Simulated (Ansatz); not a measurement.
# the Bi-Pd system: a small convex hull

Computed with the Python package of Ansatz (0.2.0).

The script reads `bipd_bipd_p6_3_mmc.extxyz`:
```text
4
Lattice="4.23 0.0 0.0 -2.115 3.66328746 0.0 0.0 0.0 5.69" Properties=species:S:1:pos:R:3 pbc="T T T"
Bi   -0.00000000    2.44219164    1.42250000
Bi    2.11500000    1.22109582    4.26750000
Pd    0.00000000    0.00000000    0.00000000
Pd    0.00000000    0.00000000    2.84500000
```

Input file `bipd_bipd3_fm_3m.extxyz`:
```text
4
Lattice="0.0 3.26308638 3.26308638 3.26308638 0.0 3.26308638 3.26308638 3.26308638 0.0" Properties=species:S:1:pos:R:3 pbc="T T T"
Bi    3.26308638    3.26308638    3.26308638
Pd    4.89462957    4.89462957    4.89462957
Pd    1.63154319    1.63154319    1.63154319
Pd    0.00000000    0.00000000    0.00000000
```

Input file `bipd_bi.vasp`:
```text
Bi
1.0
   2.26750000    1.30914174    3.93800000
  -2.26750000    1.30914174    3.93800000
   0.00000000   -2.61828347    3.93800000
Bi
2
Direct
   0.23400000    0.23400000    0.23400000
   0.76600000    0.76600000    0.76600000
```

The script reads `bipd_pd_cell.cif`:
```cif
data_Pd
_cell_length_a 2.752767
_cell_length_b 2.752767
_cell_length_c 2.752767
_cell_angle_alpha 60.00000
_cell_angle_beta 60.00000
_cell_angle_gamma 60.00000
_symmetry_space_group_name_H-M 'P 1'
_symmetry_Int_Tables_number 1
loop_
_symmetry_equiv_pos_as_xyz
'x, y, z'
loop_
_atom_site_label
_atom_site_type_symbol
_atom_site_fract_x
_atom_site_fract_y
_atom_site_fract_z
Pd1 Pd    0.000000    0.000000    0.000000
```

At the Python prompt:
```pycon
>>> from collections import Counter
>>> import ansatz as az
>>> from ase.io import read
>>> from pymatgen.analysis.phase_diagram import PDEntry, PhaseDiagram
>>> from pymatgen.core import Composition
>>> def ground_state(name, crystal):
...     calc = crystal.calculation()
...     calc = calc.functional(az.Functional.LDA).initial_density(normalization="atom")
...     calc = calc.scf(tolerance=1e-08, lower_state_search="light", self_checks="low")
...     calc = calc.eigensolver("davidson", full_accuracy=True)
...     calc = calc.basis(520)
...     calc = calc.kpoints(spacing=0.3).occupations("fermi_dirac", width=0.05)
...     calc = calc.relax(force_tolerance=0.02, fix_cell=["shape"])
...     return calc.run(threads=1)
...
>>> def counts(outcome):
...     return Counter(site.symbol for site in outcome.lattice.sites)
...
>>> phases = {}
>>> bipd_p6_3_mmc = az.Crystal.from_extxyz("bipd_bipd_p6_3_mmc.extxyz")
>>> phases["BiPd P6_3/mmc"] = bipd_p6_3_mmc
>>> bipd3_fm_3m = az.Crystal.from_extxyz("bipd_bipd3_fm_3m.extxyz")
>>> phases["BiPd3 Fm-3m"] = bipd3_fm_3m
>>> atoms = read("bipd_bi.vasp", format="vasp")
>>> bi = az.Crystal.from_ase(atoms)
>>> phases["Bi"] = bi
>>> atoms = read("bipd_pd_cell.cif")
>>> pd_cell = az.Crystal.from_ase(atoms)
>>> phases["Pd"] = pd_cell
>>> done = {name: ground_state(name, crystal) for name, crystal in phases.items()}
DeckWarning: relax.cell: scf.convergence.dr2_threshold = 1e-8 eV is looser than the 4e-10 eV advised for a relaxation that steers and ends on the stress (1e-10 eV for each atom of the cell: 4). What an SCF threshold leaves in a stress goes as its square root, and in the free energy as the threshold itself, and one [...]
DeckWarning: relax.cell: scf.convergence.dr2_threshold = 1e-8 eV is looser than the 2e-10 eV advised for a relaxation that steers and ends on the stress (1e-10 eV for each atom of the cell: 2). What an SCF threshold leaves in a stress goes as its square root, and in the free energy as the threshold itself, and one [...]
DeckWarning: relax.cell: scf.convergence.dr2_threshold = 1e-8 eV is looser than the 1e-10 eV advised for a relaxation that steers and ends on the stress (1e-10 eV for each atom of the cell: 1). What an SCF threshold leaves in a stress goes as its square root, and in the free energy as the threshold itself, and one [...]
>>> entries = [PDEntry(Composition(dict(counts(o))), o.report["energy_sigma0_ev"], name=name) for name, o in done.items()]
>>> diagram = PhaseDiagram(entries)
>>> rows = [(e.name, e.composition.get_atomic_fraction("Pd"), diagram.get_form_energy_per_atom(e), diagram.get_e_above_hull(e)) for e in entries]
>>> rows.sort(key=lambda row: row[1])
>>> print("     phase       x(Pd)  E_form (eV/atom)  above hull (eV/atom)")
     phase       x(Pd)  E_form (eV/atom)  above hull (eV/atom)
>>> for row in rows:
...     print(f"{str(row[0]):>10}  {row[1]:10.3f}  {row[2]:16.4f}  {row[3]:20.4f}")
...
        Bi       0.000            0.0000                0.0000
BiPd P6_3/mmc       0.500           -0.3174                0.0000
BiPd3 Fm-3m       0.750           -0.2017                0.0000
        Pd       1.000            0.0000                0.0000
>>> print("on the hull of these phases:", ", ".join(row[0] for row in rows if row[3] < 1e-6))
on the hull of these phases: Bi, BiPd P6_3/mmc, BiPd3 Fm-3m, Pd
```

What to keep in mind:
- These settings explore the input space; cutoff and mesh may be short of convergence.
- For the metals among these phases the mesh is modest: differences between phases can be off by up to 40 meV an atom.
- Atoms and volume are relaxed with the cell's shape held, which in cells of lower than cubic symmetry can hide stresses and shift volumes.
- Spin-orbit coupling, which matters for elements this heavy, is left out.
- The cells come from databases of deposited and of computed structures, and not all need be stable phases.
- Warnings are shown shortened and without file and line.
- Differences under about 40 meV an atom lie within the error of mesh and functional, so such verdicts may flip; only the cells listed enter the hull.
- Run time: 2.1 min on 1 thread of Arm Neoverse V1, on a shared host, peak memory 0.53 GiB.
